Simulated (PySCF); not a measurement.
# C₄H₉Al: electronic excitations and core binding energies

Aim: predict the electronic excitations and core binding energies of C₄H₉Al (`[AlH2][CH]1CCC1`).

The runs use PySCF 2.14.0, with density-fitted response routines of our own; the level of theory stands in each step. All values are computed, except where a source is named. Atoms are numbered from 0 throughout.

## (1) The starting structure

14 atoms, charge 0, multiplicity 1; geometry from: GFN2-xTB.

Bonds of the start (Å): Al0–C1 2.00, C1–C2 1.55, C2–C3 1.53, C3–C4 1.53, C4–C1 1.55, Al0–H5 1.55, Al0–H6 1.55, C1–H7 1.09, C2–H8 1.10, C2–H9 1.09, C3–H10 1.09, C3–H11 1.10, C4–H12 1.10, C4–H13 1.09.

## (2) TDDFT and polarisability: PBE0/def2-SVPD

The job: settings as JSON, then the geometry in Å.

```
{"job": {"kind": "uv", "xc": "PBE0", "basis": "def2-SVPD", "nstates": 8, "ntriplets": 3}, "charge": 0, "multiplicity": 1}
Al     1.789374    -0.606109     0.345825
C      0.177786     0.441453     0.906881
C     -0.168391     1.165756    -0.418973
C     -0.842221    -0.124665    -0.878684
C     -0.950643    -0.569160     0.577701
H      2.845777     0.030644    -0.596532
H      1.873466    -2.127295     0.642233
H      0.004206     1.037748     1.807379
H      0.672874     1.513107    -1.032384
H     -0.874555     1.985598    -0.292674
H     -1.755117    -0.050608    -1.466551
H     -0.120034    -0.758701    -1.414940
H     -0.744383    -1.629387     0.772660
H     -1.908817    -0.308854     1.025892
```

Method: TDDFT PBE0/def2-SVPD, vertical, gas phase, core orbitals frozen in the response.

Started as:

```sh
$ OMP_NUM_THREADS=1 python probes_run.py task.json out
```

This one command runs all jobs of the session in turn.

The log of the run:

```text
coarse grid: 11552 points
cycle   1  E = -399.6194890479  dE =  3.857e-01  |g| = 3.722e-01  |ddm| = 5.535e+00
cycle   2  E = -399.5949048919  dE =  2.458e-02  |g| = 4.891e-01  |ddm| = 1.467e+00
cycle   3  E = -399.6599572774  dE = -6.505e-02  |g| = 4.199e-02  |ddm| = 1.060e+00
cycle   4  E = -399.6604131598  dE = -4.559e-04  |g| = 9.861e-03  |ddm| = 2.584e-01
cycle   5  E = -399.6604322522  dE = -1.909e-05  |g| = 5.252e-03  |ddm| = 3.843e-02
cycle   6  E = -399.6604392730  dE = -7.021e-06  |g| = 5.822e-04  |ddm| = 1.350e-02
final grid: 105072 points
cycle   7  E = -399.7181183763  dE = -2.685e-05  |g| = 7.250e-03  |ddm| = 1.499e-01
cycle   8  E = -399.7181065085  dE =  1.187e-05  |g| = 9.890e-03  |ddm| = 4.244e-02
cycle   9  E = -399.7181323347  dE = -2.583e-05  |g| = 3.890e-04  |ddm| = 2.749e-02
cycle  10  E = -399.7181323682  dE = -3.349e-08  |g| = 1.558e-04  |ddm| = 1.312e-03
cycle  11  E = -399.7181323741  dE = -5.878e-09  |g| = 3.719e-05  |ddm| = 4.614e-04
cycle  12  E = -399.7181323744  dE = -3.930e-10  |g| = 6.283e-06  |ddm| = 1.793e-04
converged SCF energy = -399.7181323744

Static polarisability (au): isotropic 72.975, principal 65.392 71.506 82.028

Singlet excitations
state   eV       nm        f      main configurations
  1   4.5634    271.7   0.01105   H->L 0.99
  2   5.4663    226.8   0.00029   H-1->L 0.99
  3   6.2870    197.2   0.00518   H-2->L 0.98
  4   6.3107    196.5   0.00049   H-3->L 0.99
  5   6.7005    185.0   0.01878   H->L+1 0.94
  6   7.1838    172.6   0.04394   H->L+2 0.79, H->L+3 0.13
  7   7.3344    169.0   0.00431   H->L+4 0.77, H->L+3 0.21
  8   7.3610    168.4   0.00455   H->L+5 0.96

Triplet excitations (Tamm-Dancoff, eV): 4.2063 4.9391 6.1066
```

Wall time 38 s (1 thread of Arm Neoverse N1, shared host); peak memory 0.71 GiB.

Frontier orbitals and where they lie:

| orbital | eV | atoms |
| --- | --- | --- |
| HOMO−3 | -8.77 | C2 24 %, C4 24 %, C1 17 % |
| HOMO−2 | -8.70 | C1 23 %, C3 20 %, C2 14 % |
| HOMO−1 | -8.24 | Al0 37 %, H5 27 %, H6 27 % |
| HOMO | -7.17 | C1 38 %, Al0 18 %, C2 10 % |
| LUMO | -1.25 | Al0 55 %, H5 10 %, H6 10 % |
| LUMO+1 | 0.58 | Al0 52 %, C3 6 %, C2 5 % |
| LUMO+2 | 0.97 | Al0 41 %, C1 12 %, H5 11 % |

With each of the 8 states as a Gaussian band of 0.4 eV half-width at 1/e, the curve within the window shown has maxima at 272 nm (ε 450), 173 nm (ε 2,300) L/(mol cm). Beyond the last state computed it falls off for lack of states. The curve at chosen wavelengths:

```csv
nm,ε (L/mol/cm)
162,626
168,1769
174,2258
180,1777
186,1214
192,796
198,473
204,248
210,112
216,46
222,22
228,18
234,25
240,52
246,110
252,201
258,308
264,399
270,445
276,434
282,378
288,297
294,214
300,142
306,88
312,52
```

Leading natural transition orbitals of singlet state 6: the hole lies on C1 39 %; Al0 14 %; the particle on H5, H6, H11 about 19 % each; H7 12 %.

Leading natural transition orbitals of singlet state 1: the hole lies on C1 40 %; Al0 14 %; H5, H6 about 7 % each; the particle on Al0 43 %; H5, H6 about 16 % each; H11 11 %.

Ground-state properties from the same run:

```csv
property,computed
dipole moment (D),0.98
polarisability (Å³),10.81
HOMO–LUMO gap (eV),5.92
−ε(HOMO) (eV),7.17
```

Orbitals, density, ELF and potential are computed afterwards from the orbital file.

Frontier orbitals at PBE0/def2-SVPD, with the share of their density that lies nearest to each atom:

| orbital | energy (eV) | lies on |
| --- | --- | --- |
| HOMO | -7.17 | C1 39 %; Al0 14 % |
| LUMO | -1.25 | Al0 42 %; H5, H6 about 17 % each; H11 10 % |

ELF in a plane through or near 4 of the atoms.

Values, 10 rows by 14 columns:
```
0.00 0.00 0.00 0.00 0.00 0.00 0.00 0.00 0.00 0.00 0.00 0.00 0.00 0.00
0.00 0.00 0.00 0.00 0.00 0.00 0.02 0.07 0.01 0.00 0.00 0.00 0.00 0.00
0.00 0.00 0.36 0.91 0.71 0.01 0.93 0.98 0.26 0.06 0.01 0.00 0.00 0.00
0.00 0.07 1.00 1.00 1.00 0.22 0.84 0.98 0.53 0.64 0.15 0.00 0.00 0.00
0.00 0.03 0.84 0.99 0.53 0.14 0.11 0.59 0.82 0.24 0.02 0.00 0.00 0.00
0.00 0.01 0.26 0.47 0.24 0.08 0.11 0.43 0.76 0.23 0.02 0.00 0.00 0.00
0.00 0.09 0.99 1.00 1.00 0.41 0.31 0.61 0.44 0.52 0.06 0.00 0.00 0.00
0.00 0.01 0.94 1.00 0.99 0.03 0.98 1.00 0.44 0.25 0.08 0.00 0.00 0.00
0.00 0.00 0.01 0.16 0.08 0.00 0.49 0.78 0.10 0.01 0.00 0.00 0.00 0.00
0.00 0.00 0.00 0.00 0.00 0.00 0.00 0.00 0.00 0.00 0.00 0.00 0.00 0.00
```
The map spans 10.3 Å across and 9.1 Å up, centred on the molecule. Atoms in the plane (x, y in Å): H5 (-2.6, 1.3), H6 (-2.6, -1.3), H8 (0.0, 1.9), H12 (0.0, -1.9).

log10 of the density (e/Å³) in the same plane.

Ten even steps from '0' (-4.0) to '9' (0.3):
```
0000000000000000000000000000
0000000000000111000000000000
0000111221123333221100000000
0001233333334555433211000000
0012345554456776654322000000
0123556665567898766533100000
0234678987668999887643210000
1234679997767899987654210000
0234678888767899987643210000
0234567899877789987643210000
0234567899877789987643210000
0234678887767899987643210000
1234679997767899987654210000
0234678987668999887643210000
0123556665567898766533100000
0012345554456776654322000000
0001233333334555433211000000
0000112221223333221100000000
0000000000000111000000000000
0000000000000000000000000000
```
The map spans 10.3 Å across and 9.1 Å up, centred on the molecule. Atoms in the plane (x, y in Å): H5 (-2.6, 1.3), H6 (-2.6, -1.3), H8 (0.0, 1.9), H12 (0.0, -1.9).

On the surface of density 0.002 e/bohr³ the electrostatic potential runs, from the 1st to the 99th percentile, from -0.58 to 2.80 V.

## (3) X-ray photoelectron lines: SCAN, X2C

Settings changed since step 2:

```diff
@@ -1,2 +1,2 @@
-{"job": {"kind": "uv", "xc": "PBE0", "basis": "def2-SVPD", "nstates": 8, "ntriplets": 3}, "charge": 0, "multiplicity": 1}
+{"job": {"kind": "xps"}, "charge": 0, "multiplicity": 1}
 Al     1.789374    -0.606109     0.345825
```

Method: delta-SCF UKS SCAN, pcX-2 on the ionised atom, pcseg-1 elsewhere, spin-free X2C.

The log of the run:

```text
ground state, core basis on atom 0 (Al), 161 functions
  cycle   1  E = -400.53320118  |g| = 5.12e-01
  cycle   2  E = -400.42036671  |g| = 8.12e-01
  cycle   3  E = -400.60752714  |g| = 7.60e-02
  cycle   4  E = -400.60916500  |g| = 2.00e-02
  cycle   5  E = -400.60923062  |g| = 1.22e-02
  cycle   6  E = -400.60926921  |g| = 1.61e-03
  cycle   7  E = -400.60927122  |g| = 5.00e-04
  cycle   8  E = -400.60926901  |g| = 1.39e-04
  E(ground) = -400.61106545 Eh
hole in Al 1s of atom 0
  cycle   1  E = -342.03455848  |g| = 3.97e+00
  cycle   2  E = -341.34818931  |g| = 2.25e+00
  cycle   3  E = -342.32777015  |g| = 1.02e+00
  cycle   4  E = -342.98553005  |g| = 3.01e-01
  cycle   5  E = -343.02063338  |g| = 1.46e-01
  cycle   6  E = -343.03182392  |g| = 3.59e-02
  cycle   7  E = -343.03243908  |g| = 1.39e-02
  cycle   8  E = -343.03253423  |g| = 4.84e-03
  cycle   9  E = -343.03254696  |g| = 7.71e-04
  cycle  10  E = -343.03254758  |g| = 2.11e-04
  E(ion) = -343.03792330 Eh   <S^2> = 0.7521   hole on atom = 1.000   binding energy = 1566.645 eV
hole in Al 2p of atom 0
  cycle   1  E = -397.36735719  |g| = 1.06e+00
  cycle   2  E = -396.68983787  |g| = 1.25e+00
  cycle   3  E = -397.44214196  |g| = 5.45e-01
  cycle   4  E = -397.63035152  |g| = 1.19e-01
  cycle   5  E = -397.63758206  |g| = 6.50e-02
  cycle   6  E = -397.63972614  |g| = 2.12e-02
  cycle   7  E = -397.63996225  |g| = 8.32e-03
  cycle   8  E = -397.63999615  |g| = 2.14e-03
  cycle   9  E = -397.63999865  |g| = 5.58e-04
  cycle  10  E = -397.63999988  |g| = 1.73e-04
  E(ion) = -397.64861394 Eh   <S^2> = 0.7523   hole on atom = 1.003   binding energy = 80.612 eV
  2p3/2 = 80.095 eV   2p1/2 = 80.704 eV
ground state, core basis on atom 1 (C), 150 functions
  cycle   1  E = -400.54217883  |g| = 5.93e-02
  cycle   2  E = -400.54214654  |g| = 2.30e-02
  cycle   3  E = -400.54215618  |g| = 2.20e-02
  cycle   4  E = -400.54227721  |g| = 2.05e-03
  cycle   5  E = -400.54227979  |g| = 3.35e-04
  E(ground) = -400.58103102 Eh
hole in C 1s of atom 1
  cycle   1  E = -389.31608760  |g| = 1.52e+00
  cycle   2  E = -388.41556450  |g| = 1.98e+00
  cycle   3  E = -389.85374376  |g| = 3.50e-01
  cycle   4  E = -389.90158107  |g| = 9.95e-02
  cycle   5  E = -389.90497112  |g| = 4.21e-02
  cycle   6  E = -389.90585211  |g| = 9.78e-03
  cycle   7  E = -389.90590663  |g| = 3.24e-03
  cycle   8  E = -389.90591595  |g| = 1.43e-03
  cycle   9  E = -389.90591698  |g| = 6.97e-04
  cycle  10  E = -389.90591777  |g| = 2.48e-04
  E(ion) = -389.94364752 Eh   <S^2> = 0.7716   hole on atom = 1.000   binding energy = 289.458 eV
ground state, core basis on atom 2 (C), 150 functions
  cycle   1  E = -400.54077120  |g| = 5.79e-02
  cycle   2  E = -400.54071287  |g| = 2.29e-02
  cycle   3  E = -400.54070947  |g| = 2.31e-02
  cycle   4  E = -400.54084414  |g| = 1.20e-03
  cycle   5  E = -400.54084203  |g| = 4.15e-04
  E(ground) = -400.57979136 Eh
hole in C 1s of atom 2
  cycle   1  E = -389.29867681  |g| = 1.51e+00
  cycle   2  E = -388.47349013  |g| = 1.93e+00
  cycle   3  E = -389.82282995  |g| = 3.43e-01
  cycle   4  E = -389.86956279  |g| = 8.06e-02
  cycle   5  E = -389.87177217  |g| = 2.99e-02
  cycle   6  E = -389.87219474  |g| = 1.25e-02
  cycle   7  E = -389.87227808  |g| = 2.90e-03
  cycle   8  E = -389.87228444  |g| = 1.39e-03
  cycle   9  E = -389.87228547  |g| = 1.06e-03
  cycle  10  E = -389.87228689  |g| = 1.49e-04
  E(ion) = -389.91035123 Eh   <S^2> = 0.7703   hole on atom = 1.000   binding energy = 290.330 eV
ground state, core basis on atom 3 (C), 150 functions
  cycle   1  E = -400.54098638  |g| = 5.93e-02
  cycle   2  E = -400.54089005  |g| = 2.89e-02
  cycle   3  E = -400.54096523  |g| = 2.32e-02
  cycle   4  E = -400.54110099  |g| = 8.45e-04
  cycle   5  E = -400.54110136  |g| = 2.57e-04
  E(ground) = -400.57976971 Eh
hole in C 1s of atom 3
  cycle   1  E = -389.29077375  |g| = 1.51e+00
  cycle   2  E = -388.55432490  |g| = 1.88e+00
  cycle   3  E = -389.81587108  |g| = 3.32e-01
  cycle   4  E = -389.85867476  |g| = 7.22e-02
  cycle   5  E = -389.86028532  |g| = 3.28e-02
  cycle   6  E = -389.86082372  |g| = 1.30e-02
  cycle   7  E = -389.86092044  |g| = 3.23e-03
  cycle   8  E = -389.86092990  |g| = 1.52e-03
  cycle   9  E = -389.86093113  |g| = 9.28e-04
  cycle  10  E = -389.86093193  |g| = 2.58e-04
  E(ion) = -389.89875280 Eh   <S^2> = 0.7710   hole on atom = 1.000   binding energy = 290.645 eV
```

It took 77 s on 1 thread of Arm Neoverse N1, shared host; peak memory 0.46 GiB.

Binding energies by hole, beside the orbital energy of the ground state; the difference holds orbital relaxation and, for a density functional, its self-interaction error:

| hole | stands for | environment | ΔSCF (eV; 2p as the shell's mean) | −ε (eV) | ⟨S²⟩ |
| --- | --- | --- | --- | --- | --- |
| Al1s on Al0 | Al0 | aluminium bonded to C, 2 H | 1566.64 | 1517.8 | 0.752 |
| Al2p on Al0 | Al0 | aluminium bonded to C, 2 H | 80.30 | 70.4 | 0.752 |
| C1s on C1 | C1 | sp3 CH bonded to Al | 289.46 | 273.1 | 0.772 |
| C1s on C2 | C2, C4 | sp3 CH2 in a ring | 290.33 | 273.6 | 0.770 |
| C1s on C3 | C3 | sp3 CH2 in a ring | 290.65 | 273.8 | 0.771 |

Each hole run stands for the others of its class of like atoms.

With the spin-orbit splitting: Al0 2p3/2 80.09, 2p1/2 80.70 eV. The table gives each 2p level as the mean over the whole 2p shell (two parts 2p3/2, one part 2p1/2), which differs a little from the single hole in the log.

## (4) Summary of results

```
                                quantity                               value
         lowest singlet (PBE0/def2-SVPD)         4.56 eV (272 nm), f = 0.011
brightest single state of those computed         state 6, 7.18 eV, f = 0.044
                          lowest triplet                             4.21 eV
   surface potential, 1st and 99th percentile                  -0.58 V and 2.80 V
        C1s binding energies, SCAN/pcX-2  C3 290.65, C2 290.33, C1 289.46 eV
       Al1s binding energies, SCAN/pcX-2                      Al0 1566.64 eV
       Al2p binding energies, SCAN/pcX-2                        Al0 80.30 eV
```

In words: The first singlet state (HOMO→LUMO 0.99) lies at 4.56 eV and is weak; of the 8 states computed, the strongest absorption comes from state 6 at 7.18 eV. The lowest triplet lies 0.36 eV below the lowest singlet (triplets in Tamm-Dancoff, singlets in full TDDFT). States above −ε(HOMO) lie where TDDFT describes them poorly and they hang on the basis; the brightest is among them. By nearest atom (PBE0/def2-SVPD), the HOMO sits on C1 39 %; Al0 14 % and the LUMO on Al0 42 %; H5, H6 about 17 % each. C3 (sp3 CH2 in a ring) binds its C1s electron 1.19 eV more tightly than C1 (sp3 CH bonded to Al).
